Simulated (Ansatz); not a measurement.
# BHLYP/def2-SVP run of AlSiNH8 (SMILES [AlH3-][NH2+][SiH3])

What is the electronic atomisation energy of AlSiNH8 at BHLYP/def2-SVP? 

The calculation is run with Ansatz 0.2.0.

53 further runs of the same task are left out: 1 that didn't finish, 52 set aside as unsound or not needed.

## Step 1: The molecule

The species is AlSiNH8 (11 atoms), meant as a singlet with charge 0. As SMILES, `[AlH3-][NH2+][SiH3]`. The coordinates come from a PBE0-D4/def2-TZVP relaxation.

Bond lengths: Al1–N2 2.069 Å, N2–Si3 1.792 Å, Al1–H4 1.609 Å, Al1–H5 1.602 Å, Al1–H6 1.601 Å, N2–H7 1.016 Å, N2–H8 1.016 Å, Si3–H9 1.487 Å, Si3–H10 1.476 Å, Si3–H11 1.475 Å. Some angles: Al1–N2–Si3 109.4°, Al1–N2–H7 107.3°, Al1–N2–H8 107.7°, Si3–N2–H7 112.7°, Si3–N2–H8 112.4°, N2–Al1–H4 97.1°, N2–Al1–H5 100.0°, N2–Al1–H6 101.1°, N2–Si3–H9 108.4°, N2–Si3–H10 107.2°.

## Step 2: The energy at BHLYP/def2-SVP

Contents of job.yaml:

```yaml
crystal:
  periodic: [false, false, false]
  atoms:
    - symbol: Al
      position_ang: [-0.900100, 1.211100, -0.740800]
    - symbol: "N"
      position_ang: [-0.028300, 0.143500, 0.802700]
    - symbol: Si
      position_ang: [0.876200, -1.248700, 0.128600]
    - symbol: H
      position_ang: [-0.721100, 0.091900, -1.882400]
    - symbol: H
      position_ang: [0.093800, 2.465300, -0.806700]
    - symbol: H
      position_ang: [-2.377200, 1.435300, -0.165100]
    - symbol: H
      position_ang: [0.566700, 0.786500, 1.316700]
    - symbol: H
      position_ang: [-0.768500, -0.144800, 1.435900]
    - symbol: H
      position_ang: [1.651500, -1.882900, 1.228300]
    - symbol: H
      position_ang: [1.794800, -0.716800, -0.896700]
    - symbol: H
      position_ang: [-0.122500, -2.197400, -0.400100]
basis:
  gaussian: {orbitals: def2-SVP}
hamiltonian: {xc: {name: BHLYP}}
accuracy: high
output: {orbitals: {seedname: orbitals}}
```

The run is started by

```sh
$ ansatz run job.yaml --threads 1 --pin off --max-ram 3480MiB --events-out events.jsonl --progress --plain --runs-dir runs
```

Output:

```text
Warning: RAYON_NUM_THREADS=1 ignored (pool sized by the plan → 1); use --threads N
Functional definition: BHLYP
  name "BHLYP"
  parameter a = 0.5
  exchange = (1 - a)*b88_x + a*exact_x
  correlation = lyp_c
2083 factors; integrals over basis functions are off by at most 3.8e-9 eV
mean field evaluation 1: about -16086.0003 eV, gradient 3.5e1 eV
mean field evaluation 2: about -16086.1027 eV, gradient 3.4e1 eV
mean field evaluation 4: about -16088.4649 eV, gradient 2.9e-1 eV
mean field evaluation 8: about -16088.7750 eV, gradient 5.1e-2 eV
mean field evaluation 16: about -16088.7750 eV, gradient 4.4e-6 eV
mean field -16088.77500678 eV, -591.2515761356 hartree, gradient 3.1e-8 eV, S^2 0.000000; 0 other end points of the search recorded, 0 dependent functions left out
reference -16088.77503886 eV, -591.2515773149 hartree; 21, 21 occupied and 69, 69 virtual orbitals, 2083 factors
Total energy: -16088.77503886 eV, -591.2515773149 hartree
```

Run time: 11 s. Hardware: 1 thread of Intel Xeon Platinum 8488C (Sapphire Rapids), shared host; peak memory 0.33 GiB.

## Step 3: The Al atom

Contents of molecule.yaml:

```yaml
crystal:
  periodic: [false, false, false]
  atoms:
    - symbol: Al
      position_ang: [0.000000, 0.000000, 0.000000]
basis:
  gaussian: {orbitals: def2-SVP}
hamiltonian: {xc: {name: BHLYP}}
accuracy: high
magnetization: {spin_polarized: true, initial_magnetization: 1}
```

Run the same way, it converges to -242.28459 Eh (log not shown).

## Step 4: The H atom

Contents of job.yaml:

```yaml
crystal:
  periodic: [false, false, false]
  atoms:
    - {symbol: H, position_ang: [0.000000, 0.000000, 0.000000]}
basis:
  gaussian: {orbitals: def2-SVP}
magnetization: {spin_polarized: true, initial_magnetization: 1}
hamiltonian: {xc: {name: BHLYP}}
accuracy: high
```

The run is started by

```sh
$ ansatz run job.yaml --threads 1 --pin off --max-ram 3480MiB --events-out events.jsonl --progress --plain --runs-dir runs
```

Output:

```text
Warning: RAYON_NUM_THREADS=1 ignored (pool sized by the plan → 1); use --threads N
[... 5 set-up lines as earlier in the session ...]
15 factors; integrals over basis functions are off by at most 8.9e-10 eV
mean field evaluation 1: about -13.5381 eV, gradient 8.2e-1 eV
mean field evaluation 2: about -13.5467 eV, gradient 1.5e-1 eV
mean field evaluation 4: about -13.5469 eV, gradient 9.3e-5 eV
mean field evaluation 8: about -13.5469 eV, gradient 3.4e-11 eV
mean field -13.54689866 eV, -0.4978393432 hartree, gradient 1.0e-10 eV, S^2 0.750000; 0 other end points of the search recorded, 0 dependent functions left out
reference -13.54691167 eV, -0.4978398215 hartree; 1, 0 occupied and 4, 5 virtual orbitals, 15 factors
Total energy: -13.54691167 eV, -0.4978398215 hartree
```

Run time: 0.18 s. Hardware: 1 thread of Intel Xeon Platinum 8488C (Sapphire Rapids), shared host.

## Step 5: The N atom

Contents of input.yaml:

```yaml
crystal:
  periodic: [false, false, false]
  atoms:
    - {symbol: N, position_ang: [0.000000, 0.000000, 0.000000]}
basis:
  gaussian: {orbitals: def2-SVP}
magnetization: {spin_polarized: true, initial_magnetization: 3}
hamiltonian: {xc: {name: BHLYP}}
accuracy: high
```

The run is started by

```sh
$ ansatz run input.yaml --threads 1 --pin off --max-ram 3480MiB --events-out events.jsonl --progress --plain --runs-dir runs
```

Output:

```text
Warning: RAYON_NUM_THREADS=1 ignored (pool sized by the plan → 1); use --threads N
[... 5 set-up lines as earlier in the session ...]
95 factors; integrals over basis functions are off by at most 1.2e-9 eV
mean field evaluation 1: about -1483.6559 eV, gradient 2.9e0 eV
mean field evaluation 2: about -1483.6966 eV, gradient 7.3e-1 eV
mean field evaluation 4: about -1483.7000 eV, gradient 1.6e-1 eV
mean field evaluation 8: about -1483.7001 eV, gradient 6.1e-6 eV
mean field -1483.70011462 eV, -54.5249735243 hartree, gradient 4.4e-8 eV, S^2 3.753656; 0 other end points of the search recorded, 0 dependent functions left out
reference -1483.70012559 eV, -54.5249739272 hartree; 5, 2 occupied and 9, 12 virtual orbitals, 95 factors
Total energy: -1483.70012559 eV, -54.5249739272 hartree
```

Wall time 0.32 s (1 thread of Intel Xeon Platinum 8488C (Sapphire Rapids), shared host).

## Step 6: The Si atom

Contents of run.yaml:

```yaml
crystal:
  periodic: [false, false, false]
  atoms:
    - symbol: Si
      position_ang: [0.000000, 0.000000, 0.000000]
basis:
  gaussian:
    orbitals: def2-SVP
magnetization:
  spin_polarized: true
  initial_magnetization: 2
hamiltonian:
  xc: {name: BHLYP}
accuracy: high
```

The run is started by

```sh
$ ansatz run run.yaml --threads 1 --pin off --max-ram 3480MiB --events-out events.jsonl --progress --plain --runs-dir runs
```

Output:

```text
Warning: RAYON_NUM_THREADS=1 ignored (pool sized by the plan → 1); use --threads N
[... 5 set-up lines as earlier in the session ...]
134 factors; integrals over basis functions are off by at most 2.5e-9 eV
mean field evaluation 1: about -7871.6358 eV, gradient 2.2e0 eV
mean field evaluation 2: about -7871.6907 eV, gradient 5.3e-1 eV
mean field evaluation 4: about -7871.6993 eV, gradient 1.1e-1 eV
mean field evaluation 8: about -7871.6995 eV, gradient 5.8e-4 eV
mean field evaluation 16: about -7871.6995 eV, gradient 1.3e-8 eV
mean field -7871.69946712 eV, -289.2796197872 hartree, gradient 1.3e-8 eV, S^2 2.003876; 0 other end points of the search recorded, 0 dependent functions left out
reference -7871.69948210 eV, -289.2796203375 hartree; 8, 6 occupied and 10, 12 virtual orbitals, 134 factors
Total energy: -7871.69948210 eV, -289.2796203375 hartree
```

Run time: 0.38 s. Hardware: 1 thread of Intel Xeon Platinum 8488C (Sapphire Rapids), shared host.

## Step 7: Summary of results

At BHLYP/def2-SVP:

| quantity | value |
| --- | --- |
| molecule: total energy | -591.25158 Eh |
| molecule: HOMO energy | -8.64 eV |
| molecule: LUMO energy | 0.52 eV |
| molecule: HOMO–LUMO gap | 9.15 eV |
| Al atom: total energy | -242.28459 Eh |
| Al atom: ⟨S²⟩ | 0.753 |
| H atom: total energy | -0.49784 Eh |
| H atom: ⟨S²⟩ | 0.750 |
| N atom: total energy | -54.52497 Eh |
| N atom: ⟨S²⟩ | 3.754 |
| Si atom: total energy | -289.27962 Eh |
| Si atom: ⟨S²⟩ | 2.004 |
| electronic atomisation energy | 32.101 eV |

Taking the molecule apart into free atoms costs 32.10 eV (3097 kJ/mol), before zero-point energy and without spin-orbit coupling.
